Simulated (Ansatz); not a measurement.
**C4H16N2Si2: molecular dynamics**

Purpose: to follow the molecule's vibrations and see whether its bonds hold. The start is relaxed first. Runs: 40 steps of 4 fs under a Langevin thermostat at 3000 K. SMILES of the start: CN(C)[SiH]([SiH3])N(C)C.

All numbers below are computed with Ansatz 0.2.0 (RKS B3LYP/STO-3G).

### Step 1. The system as given

Bond lengths (14 of 23 bonds, heavy atoms first): Si1–N3 1.820 Å, N3–C4 1.470 Å, N3–C8 1.470 Å, Si1–N12 1.819 Å, N12–C13 1.470 Å, N12–C17 1.470 Å, Si1–Si21 2.218 Å, Si1–H2 1.460 Å, C4–H5 1.110 Å, C4–H6 1.110 Å, C4–H7 1.110 Å, C8–H9 1.110 Å, C8–H10 1.110 Å, C8–H11 1.110 Å. Angles (14 of 42 angles, heavy atoms first): N3–Si1–N12 109.5°, N3–Si1–Si21 109.5°, N12–Si1–Si21 109.5°, Si1–N3–C4 120.0°, Si1–N3–C8 120.0°, C4–N3–C8 120.0°, Si1–N12–C13 120.0°, Si1–N12–C17 120.0°, C13–N12–C17 120.0°, H2–Si1–N3 109.5°, H2–Si1–N12 109.5°, H2–Si1–Si21 109.5°, N3–C4–H5 109.5°, N3–C4–H6 109.5°.

Coordinates:

```xyz
24

Si    0.0000    0.0000    0.0000
H     0.0000    0.0000    1.4600
N     1.7163    0.0000   -0.6061
C     2.4072   -1.2730   -0.8567
H     1.7433   -1.9470   -1.4373
H     3.3364   -1.0830   -1.4334
H     2.6645   -1.7518    0.1112
C     2.4114    1.2730   -0.8449
H     3.0382    1.1875   -1.7570
H     1.6647    2.0824   -0.9844
H     3.0569    1.5118    0.0259
N    -0.8572    1.4851   -0.6061
C    -2.2719    1.4087   -0.9981
H    -2.8245    0.7784   -0.2704
H    -2.7088    2.4290   -1.0098
H    -2.3521    0.9607   -2.0106
C    -0.1354    2.7620   -0.7039
H    -0.2436    3.1711   -1.7300
H    -0.5567    3.4827    0.0276
H     0.9399    2.5975   -0.4831
Si   -1.0456   -1.8115   -0.7393
H    -1.7029   -2.4846    0.3772
H    -2.0454   -1.4265   -1.7311
H    -0.0777   -2.7173   -1.3511
```

### Step 2. Relaxing the start

Input file input.yaml:

```yaml
crystal:
  periodic: [false, false, false]
  atoms:
    - { symbol: Si, position_ang: [0.0, 0.0, 0.0] }
    - { symbol: H, position_ang: [0.0, 0.0, 1.46] }
    - { symbol: "N", position_ang: [1.7163, 0.0, -0.6061] }
    - { symbol: C, position_ang: [2.4072, -1.273, -0.8567] }
    - { symbol: H, position_ang: [1.7433, -1.947, -1.4373] }
    - { symbol: H, position_ang: [3.3364, -1.083, -1.4334] }
    - { symbol: H, position_ang: [2.6645, -1.7518, 0.1112] }
    - { symbol: C, position_ang: [2.4114, 1.273, -0.8449] }
    - { symbol: H, position_ang: [3.0382, 1.1875, -1.757] }
    - { symbol: H, position_ang: [1.6647, 2.0824, -0.9844] }
    - { symbol: H, position_ang: [3.0569, 1.5118, 0.0259] }
    - { symbol: "N", position_ang: [-0.8572, 1.4851, -0.6061] }
    - { symbol: C, position_ang: [-2.2719, 1.4087, -0.9981] }
    - { symbol: H, position_ang: [-2.8245, 0.7784, -0.2704] }
    - { symbol: H, position_ang: [-2.7088, 2.429, -1.0098] }
    - { symbol: H, position_ang: [-2.3521, 0.9607, -2.0106] }
    - { symbol: C, position_ang: [-0.1354, 2.762, -0.7039] }
    - { symbol: H, position_ang: [-0.2436, 3.1711, -1.73] }
    - { symbol: H, position_ang: [-0.5567, 3.4827, 0.0276] }
    - { symbol: H, position_ang: [0.9399, 2.5975, -0.4831] }
    - { symbol: Si, position_ang: [-1.0456, -1.8115, -0.7393] }
    - { symbol: H, position_ang: [-1.7029, -2.4846, 0.3772] }
    - { symbol: H, position_ang: [-2.0454, -1.4265, -1.7311] }
    - { symbol: H, position_ang: [-0.0777, -2.7173, -1.3511] }
basis:
  gaussian: { orbitals: STO-3G }
hamiltonian:
  xc: b3lyp
relax:
  f_tol: 0.02
  max_steps: 40
output:
  orbitals: {}
```

Launch:

```bash
$ ansatz run input.yaml --threads 1 --pin off --max-ram 2048MiB --backend cpu --events-out ev --progress --plain --runs-dir out
```

The runs that follow: Dynamics.

Q: Predict the outcome of this session. Wanted: relaxation of the start; temperature, first and last step; temperature, second half; potential energy, second half; bonds formed or broken.

The runs gave:

| quantity | value |
| --- | --- |
| relaxation of the start | 26 moves, 2.246 eV lower |
| length | 11 steps of 4 fs, cut short |
| temperature, first and last step | 2875 and 740427 K |
| temperature, second half | mean 1186096 K, from 246171 to 2409322 K |
| potential energy, second half | +5359 meV/atom from the start |
| bonds formed or broken | 23 |

The temperature runs away to 2409322 K: the integration has become unstable, and nothing after that is physical. The run was cut short, and these figures cover the steps done. Averages from a run of 44 fs with 24 atoms are rough. The nuclei move classically, without zero-point motion, which matters most for hydrogen. The basis is very small, so the numbers are rough.
